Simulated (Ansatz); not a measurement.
# ReRh2: the cost of one run

Computed with Ansatz 0.2.0 (DFT PBE, scalar-relativistic, plane waves, PAW, unless a step's input says otherwise).

**1. The starting structure**

The structure is hexagonal, space group P6/mmm (No. 191). The conventional cell has a = 4.189 Å, b = 4.189 Å, c = 2.663 Å, α = 90.00°, β = 90.00°, γ = 120.00°. Re (site symmetry 6/mmm) is surrounded by 2 Re at 2.66 Å and 12 Rh at 2.76 Å. Around Rh (site symmetry -6m2) lie 5 Rh at 2.42 to 2.66 Å and 6 Re at 2.76 Å.

As a file:

```
CELL_PARAMETERS angstrom
4.18901 0.00000 0.00000
-2.09451 3.62779 0.00000
0.00000 0.00000 2.66291
ATOMIC_POSITIONS crystal
Re 0.00000 0.00000 0.00000
Rh 0.33333 0.66667 0.50000
Rh 0.66667 0.33333 0.50000
```

(A quick probe on a coarse mesh, which set the mesh and smearing, is not shown.)

**3. Rough relaxation on the coarse mesh**

File input.yaml:

```yaml
crystal:
  lattice:
    - [4.1890105255, 0.0, 0.0]
    - [-2.0945052628, 3.6277895319, 0.0]
    - [0.0, 0.0, 2.6629144068]
  atoms:
    - { symbol: Re, position: [0.0, 0.0, 0.0] }
    - { symbol: Rh, position: [0.3333333333, 0.6666666667, 0.5] }
    - { symbol: Rh, position: [0.6666666667, 0.3333333333, 0.5] }
basis:
  ecutwfc: 420
kpoints:
  mp_grid: { grid: [6, 6, 6] }
hamiltonian:
  xc: pbe
scf:
  occupations: { method: gaussian, width: 0.1 }
  lower_state_search: "off"
output:
  forces: true
  stress: true
  eigenvalues: true
relax:
  adjacent_minimum: "off"
  f_tol: 0.04
  max_steps: 70
  cell: { stress_tol: 0.4 }
```

The run is started by

```console
> ansatz run input.yaml --threads 1 --pin off --max-ram 2560MiB --backend cpu --events-out ev --progress --plain --runs-dir out
```

Q: Estimate wall time and peak memory on 1 thread of Intel Xeon 6975P-C (Granite Rapids), shared host.

About 5.3 s, with a peak of 0.37 GiB.
